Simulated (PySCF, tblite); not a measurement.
# CH₇F₃NPSi₂: a rotation path, then NMR shifts on frames, part 2 of 2

tblite 0.8.0 and PySCF 2.14.0. Atoms count from 0. Earlier steps stand in the parts before.

## 5. Shielding tensors: image 4, PBE0/pcSseg-1

The job: settings as JSON, then the geometry in Å.

```
{"job": {"kind": "nmr", "xc": "PBE0", "basis": "pcSseg-1", "pop": false}, "charge": 0, "multiplicity": 1}
N      2.453300    -0.637900    -0.440200
Si     1.404700     0.719800    -0.487200
Si    -0.435100     0.110400     0.817900
P     -2.172300     1.475400     1.163100
C     -1.336000    -1.319700    -0.179100
F     -1.233400    -2.518900     0.424800
F     -0.806800    -1.493600    -1.418000
F     -2.650400    -1.099800    -0.373700
H      2.094400    -1.567100    -0.593400
H      3.379700    -0.564500    -0.828000
H      2.161400     1.807600     0.137000
H      0.965000     1.173900    -1.820800
H     -0.219800    -0.576300     2.103800
H     -2.209000     1.963600    -0.134300
H     -1.400100     2.535200     1.606100
```

Level: GIAO PBE0/pcSseg-1 NMR shielding, non-relativistic, gas phase.

The program printed:

```text
coarse grid: 14624 points
cycle   1  E = -1315.9227205527  dE =  8.184e-01  |g| = 9.112e-01  |ddm| = 3.454e+00
cycle   2  E = -1315.7552236235  dE =  1.675e-01  |g| = 1.378e+00  |ddm| = 1.315e+00
cycle   3  E = -1316.0683970742  dE = -3.132e-01  |g| = 4.247e-02  |ddm| = 8.300e-01
cycle   4  E = -1316.0687246734  dE = -3.276e-04  |g| = 1.962e-02  |ddm| = 6.955e-02
cycle   5  E = -1316.0688130282  dE = -8.835e-05  |g| = 7.193e-03  |ddm| = 2.959e-02
cycle   6  E = -1316.0688234057  dE = -1.038e-05  |g| = 1.910e-03  |ddm| = 7.535e-03
cycle   7  E = -1316.0688241447  dE = -7.391e-07  |g| = 3.409e-04  |ddm| = 2.093e-03
final grid: 130400 points
cycle   8  E = -1316.1305970397  dE = -3.998e-05  |g| = 7.433e-03  |ddm| = 2.291e-02
cycle   9  E = -1316.1305862923  dE =  1.075e-05  |g| = 1.071e-02  |ddm| = 1.335e-02
cycle  10  E = -1316.1306076801  dE = -2.139e-05  |g| = 3.582e-04  |ddm| = 7.787e-03
cycle  11  E = -1316.1306076982  dE = -1.811e-08  |g| = 1.610e-04  |ddm| = 5.532e-04
cycle  12  E = -1316.1306077031  dE = -4.879e-09  |g| = 5.839e-05  |ddm| = 2.352e-04
cycle  13  E = -1316.1306077036  dE = -5.721e-10  |g| = 1.756e-05  |ddm| = 5.173e-05
converged SCF energy = -1316.1306077036

GIAO shielding tensors (ppm)
atom      isotropic    diamagn.    paramagn.     s11        s22        s33       span
  0 N      268.529     317.217     -48.687    233.315    261.397    310.875     77.560
  1 Si     400.912     879.491    -478.579    356.056    376.407    470.272    114.216
  2 Si     380.374     881.320    -500.946    341.387    386.123    413.611     72.224
  3 P      632.301     966.942    -334.641    563.783    608.188    724.931    161.147
  4 C       45.497     250.733    -205.236     39.269     42.731     54.490     15.222
  5 F      222.067     473.893    -251.826    130.416    219.652    316.132    185.715
  6 F      234.697     477.675    -242.978    136.428    236.437    331.226    194.798
  7 F      236.401     473.204    -236.803    143.871    243.573    321.760    177.889
  8 H       31.545      32.443      -0.898     22.845     29.875     41.915     19.070
  9 H       31.587      28.633       2.954     23.127     26.956     44.678     21.551
 10 H       26.822      29.255      -2.433     23.346     25.678     31.441      8.095
 11 H       26.430      29.632      -3.202     23.122     25.036     31.133      8.011
 12 H       26.901      29.348      -2.447     24.268     25.055     31.381      7.113
 13 H       30.540      30.684      -0.143     25.277     28.121     38.223     12.946
 14 H       30.880      30.203       0.677     25.407     27.421     39.812     14.405
```

Wall time 25 s (1 thread of Arm Neoverse V1, shared host); peak memory 0.88 GiB.

This run: δ C4 141.4, N0 -0.8, Si2 -31.2, Si1 -51.8, H11 5.29, H10 4.90 ppm.

## 6. Shielding tensors: image 6, PBE0/pcSseg-1

The job: settings as JSON, then the geometry in Å.

```
{"job": {"kind": "nmr", "xc": "PBE0", "basis": "pcSseg-1", "pop": false}, "charge": 0, "multiplicity": 1}
N      2.452600    -0.592700    -0.515400
Si     1.383600     0.749100    -0.510500
Si    -0.415100     0.088500     0.827500
P     -2.161900     1.422400     1.241500
C     -1.324400    -1.336900    -0.165100
F     -1.773100    -2.329300     0.621000
F     -0.506900    -1.929900    -1.074000
F     -2.387800    -0.898200    -0.870400
H      2.100300    -1.522900    -0.678900
H      3.367800    -0.499200    -0.925200
H      2.138600     1.838100     0.113500
H      0.902900     1.222200    -1.824200
H     -0.152000    -0.620600     2.092100
H     -2.236600     1.935100    -0.043500
H     -1.392600     2.482200     1.689700
```

Method: GIAO PBE0/pcSseg-1 NMR shielding, non-relativistic, gas phase.

The program printed:

```text
coarse grid: 14624 points
cycle   1  E = -1315.9254684385  dE =  8.166e-01  |g| = 9.083e-01  |ddm| = 3.453e+00
cycle   2  E = -1315.7593847632  dE =  1.661e-01  |g| = 1.372e+00  |ddm| = 1.327e+00
cycle   3  E = -1316.0701057705  dE = -3.107e-01  |g| = 4.226e-02  |ddm| = 8.414e-01
cycle   4  E = -1316.0704379986  dE = -3.322e-04  |g| = 1.925e-02  |ddm| = 7.103e-02
cycle   5  E = -1316.0705261630  dE = -8.816e-05  |g| = 6.948e-03  |ddm| = 2.999e-02
cycle   6  E = -1316.0705359333  dE = -9.770e-06  |g| = 1.899e-03  |ddm| = 7.462e-03
final grid: 130400 points
cycle   7  E = -1316.1322300236  dE = -3.576e-05  |g| = 9.844e-03  |ddm| = 2.394e-02
cycle   8  E = -1316.1322107304  dE =  1.929e-05  |g| = 1.423e-02  |ddm| = 1.795e-02
cycle   9  E = -1316.1322486754  dE = -3.795e-05  |g| = 4.170e-04  |ddm| = 1.048e-02
cycle  10  E = -1316.1322487092  dE = -3.380e-08  |g| = 1.765e-04  |ddm| = 7.837e-04
cycle  11  E = -1316.1322487169  dE = -7.768e-09  |g| = 4.068e-05  |ddm| = 2.780e-04
cycle  12  E = -1316.1322487173  dE = -3.415e-10  |g| = 1.488e-05  |ddm| = 5.930e-05
converged SCF energy = -1316.1322487173

GIAO shielding tensors (ppm)
atom      isotropic    diamagn.    paramagn.     s11        s22        s33       span
  0 N      268.000     317.292     -49.292    233.166    259.787    311.048     77.882
  1 Si     401.799     879.606    -477.807    356.227    376.077    473.094    116.867
  2 Si     384.431     881.297    -496.867    350.700    391.878    410.714     60.013
  3 P      631.114     966.962    -335.847    559.310    608.088    725.944    166.634
  4 C       44.687     250.673    -205.986     37.157     42.131     54.774     17.617
  5 F      227.426     472.791    -245.365    139.059    223.980    319.237    180.177
  6 F      235.963     477.520    -241.557    138.502    237.076    332.310    193.808
  7 F      236.669     474.660    -237.991    141.075    247.802    321.128    180.053
  8 H       31.385      32.409      -1.025     22.413     29.820     41.921     19.508
  9 H       31.595      28.655       2.939     23.128     26.974     44.682     21.554
 10 H       26.822      29.299      -2.477     23.333     25.688     31.444      8.111
 11 H       26.438      29.687      -3.249     22.983     25.128     31.203      8.220
 12 H       26.969      29.393      -2.424     24.501     24.863     31.542      7.041
 13 H       30.470      30.716      -0.246     25.087     28.177     38.147     13.060
 14 H       30.819      30.178       0.641     25.374     27.379     39.702     14.327
```

It took 25 s on 1 thread of Arm Neoverse V1, shared host; peak memory 0.88 GiB.

Key values: δ C4 142.2, N0 -0.3, Si2 -35.3, Si1 -52.6, H11 5.28, H10 4.90 ppm.

## 7. Shielding tensors: image 8, PBE0/pcSseg-1

The job: settings as JSON, then the geometry in Å.

```
{"job": {"kind": "nmr", "xc": "PBE0", "basis": "pcSseg-1", "pop": false}, "charge": 0, "multiplicity": 1}
N      2.423800    -0.560900    -0.591500
Si     1.348900     0.774600    -0.526400
Si    -0.400400     0.070700     0.856800
P     -2.139600     1.390100     1.347400
C     -1.289600    -1.349200    -0.154700
F     -2.211700    -2.036500     0.536800
F     -0.404900    -2.270000    -0.614300
F     -1.914500    -0.874800    -1.256300
H      2.068200    -1.487200    -0.769400
H      3.336800    -0.458000    -1.004200
H      2.112900     1.865500     0.084800
H      0.825600     1.260100    -1.819600
H     -0.110000    -0.659800     2.102800
H     -2.298800     1.879000     0.059600
H     -1.351100     2.464400     1.726200
```

Method: GIAO PBE0/pcSseg-1 NMR shielding, non-relativistic, gas phase.

The program printed:

```text
coarse grid: 14624 points
cycle   1  E = -1315.9275591237  dE =  8.106e-01  |g| = 9.078e-01  |ddm| = 3.455e+00
cycle   2  E = -1315.7617463359  dE =  1.658e-01  |g| = 1.371e+00  |ddm| = 1.331e+00
cycle   3  E = -1316.0718925689  dE = -3.101e-01  |g| = 4.239e-02  |ddm| = 8.452e-01
cycle   4  E = -1316.0722309389  dE = -3.384e-04  |g| = 1.903e-02  |ddm| = 7.102e-02
cycle   5  E = -1316.0723172658  dE = -8.633e-05  |g| = 6.945e-03  |ddm| = 2.961e-02
cycle   6  E = -1316.0723269517  dE = -9.686e-06  |g| = 1.893e-03  |ddm| = 7.370e-03
final grid: 130400 points
cycle   7  E = -1316.1337208180  dE = -3.543e-05  |g| = 9.595e-03  |ddm| = 2.477e-02
cycle   8  E = -1316.1337024850  dE =  1.833e-05  |g| = 1.385e-02  |ddm| = 1.790e-02
cycle   9  E = -1316.1337387968  dE = -3.631e-05  |g| = 4.558e-04  |ddm| = 1.036e-02
cycle  10  E = -1316.1337388374  dE = -4.065e-08  |g| = 1.824e-04  |ddm| = 8.126e-04
cycle  11  E = -1316.1337388454  dE = -7.945e-09  |g| = 4.100e-05  |ddm| = 2.768e-04
cycle  12  E = -1316.1337388457  dE = -3.554e-10  |g| = 1.439e-05  |ddm| = 6.153e-05
converged SCF energy = -1316.1337388457

GIAO shielding tensors (ppm)
atom      isotropic    diamagn.    paramagn.     s11        s22        s33       span
  0 N      268.187     317.545     -49.358    232.914    259.219    312.429     79.515
  1 Si     401.502     879.702    -478.200    356.063    376.245    472.199    116.136
  2 Si     395.140     881.191    -486.051    366.622    402.309    416.487     49.865
  3 P      632.766     966.967    -334.202    561.278    613.664    723.355    162.077
  4 C       43.509     250.827    -207.318     34.801     40.602     55.124     20.323
  5 F      233.699     472.224    -238.525    141.630    241.088    318.377    176.747
  6 F      236.858     476.885    -240.026    136.441    241.988    332.147    195.706
  7 F      237.882     476.331    -238.449    139.321    253.497    320.829    181.508
  8 H       31.353      32.450      -1.096     22.139     29.827     42.094     19.955
  9 H       31.603      28.735       2.868     23.114     26.935     44.762     21.649
 10 H       26.786      29.303      -2.517     23.331     25.656     31.371      8.040
 11 H       26.395      29.709      -3.314     22.950     25.087     31.147      8.197
 12 H       27.105      29.282      -2.176     24.395     24.945     31.976      7.582
 13 H       30.449      30.677      -0.228     24.970     28.259     38.117     13.147
 14 H       30.798      30.197       0.601     25.330     27.530     39.535     14.205
```

Wall time 25 s (1 thread of Arm Neoverse V1, shared host); peak memory 0.88 GiB.

In short: δ C4 143.4, N0 -0.5, Si2 -46.0, Si1 -52.3, H11 5.32, H10 4.93 ppm.

## 8. Comparing the runs: NMR shifts

Shifts (ppm) of some atoms, chosen among heavy atoms and hydrogens apart, with basis size and wall time:

```tsv
frame	H12	H8	Si2	P3	F7	F5	F6	functions	time
image 0	4.61	0.35	-45.7	-314.2	-62.7	-66.0	-67.1	192	25 s
image 2	4.66	0.21	-42.4	-315.9	-65.3	-59.7	-66.9	192	25 s
image 4	4.82	0.17	-31.2	-313.9	-65.5	-51.1	-63.8	192	25 s
image 6	4.75	0.33	-35.3	-312.7	-65.7	-56.5	-65.0	192	25 s
image 8	4.61	0.36	-46.0	-314.4	-66.9	-62.8	-65.9	192	25 s
```

## 9. Outcome

What follows sums up all 2 parts.

```
                                         quantity                                         value
                                          barrier            0.029 eV (0.7 kcal/mol) at image 4
                            end to end (GFN2-xTB)                                      0.000 eV
  ¹³C shifts against TMS (PBE0/pcSseg-1, image 0)                                     143.4 ppm
   ¹H shifts against TMS (PBE0/pcSseg-1, image 0)  5.32, 4.92, 4.61, 1.27, 0.93, 0.35, 0.12 ppm
  ¹⁵N shifts against NH3 (PBE0/pcSseg-1, image 0)                                      -0.4 ppm
 ²⁹Si shifts against TMS (PBE0/pcSseg-1, image 0)                              -45.7, -52.3 ppm
³¹P shifts against H3PO4 (PBE0/pcSseg-1, image 0)                                    -314.2 ppm
¹⁹F shifts against CFCl3 (PBE0/pcSseg-1, image 0)                       -62.7, -66.0, -67.1 ppm
                         range of the shift of F5                            -66.0 to -51.1 ppm
```

What this shows: Along the band the dihedral turns by 122°, and the top (dihedral 0°) lies 0.7 kcal/mol above the start (GFN2-xTB, rough), so at room temperature this motion is fast. The top was not checked by a frequency run. Shifts at one fixed geometry are not the observed spectrum, which averages over the motion. In the first frame run (image 0): Shielding is most anisotropic at F5 (span 195 ppm, paramagnetic term -240 ppm). In ppm, F5 moves most: its shift spreads over 14.9 ppm, from -66.0 (image 0) to -51.1 (image 4).
